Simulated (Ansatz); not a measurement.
# TaC (doublet): wave-function methods side by side, def2-TZVPP

The task here is to estimate one member of a computed series from the others.

The runs use Ansatz 0.2.0, Gaussian basis; def2-TZVPP, core rule «outside noble gas», up to 5 orbitals frozen.

The runs, in order: UHF; CCSD(T) on ROHF; CCSD(T) on UHF; CCSDT(Q) on ROHF; CCSDT(Q) on UHF.

12 further runs of the same task are left out: 9 for a known fault of the program, 3 set aside as unsound or not needed.

### The geometry

The geometry is a PBE0/def2-TZVP stationary point (not a proven minimum) of the parent state, kept for this charge and spin. No spin-orbit coupling is included. Elements past krypton take def2 core potentials.

2 atoms, charge 0, spin multiplicity 2.

Atoms are counted from 1 here; the program's logs count them from 0.

Bond lengths: Ta1–C2 1.764 Å.

Coordinates:

```tsv
atom	x (Å)	y (Å)	z (Å)
Ta1	0.00000	0.00000	0.00000
C2	0.00000	0.00000	1.76420
```

Set-up of the first run:

in.yaml reads:

```yaml
crystal:
  periodic: [false, false, false]
  atoms:
    - {symbol: Ta, position_ang: [0.000000, 0.000000, 0.000000]}
    - {symbol: C, position_ang: [0.000000, 0.000000, 1.764200]}
basis:
  gaussian: {orbitals: def2-TZVPP}
magnetization: {spin_polarized: true, initial_magnetization: 1}
hamiltonian: {xc: hf}
output: {orbitals: {seedname: orbitals}}
```

Command:

```bash
> ansatz run in.yaml --threads 1 --pin off --events-out ev --progress --plain --max-ram 4096MiB --backend cpu
```

Among the steps run: UHF; CCSD(T) on ROHF; CCSD(T) on UHF; CCSDT(Q) on ROHF; CCSDT(Q) on UHF.

One of the session's tables, all rows but one given; the rest of the session is left out.

It belongs to the step «Misses and costs». 

| method | from RCCSDT(Q) (kcal/mol) |
| --- | --- |
| ROHF | +201.64 |
| RMP2 | +13.18 |
| UMP2 | ? |
| RCCSD | +17.73 |
| UCCSD | +18.68 |
| RCCSD(T) | +2.10 |
| UCCSD(T) | +5.07 |
| RCCSDT | +1.89 |
| UCCSDT | +3.30 |
| RCCSDT(Q) | 0 |
| UCCSDT(Q) | +1.14 |

Q: Estimate the row for UMP2 from the others.

As computed: from RCCSDT(Q) (kcal/mol): +39.39. In the column «from RCCSDT(Q) (kcal/mol)» it lies between UCCSD (+18.68) and ROHF (+201.64).

Left out of the table: UHF (another determinant or state than the rows shown).

Caveats from the session: The determinant is far from a pure spin state, so its energy mixes those of several spin states (harmless only where they are near-degenerate, as at dissociation). The program flags RCCSDT(Q) as in doubt, so the zero of the table is itself unsure. Warnings: spin contamination; coupled cluster took another determinant than the lowest; large T1 diagnostic. Restricted and unrestricted rows rest on different reference determinants; where their highest levels disagree by more than a few hundredths of an eV, they describe different states and don't form one ladder.
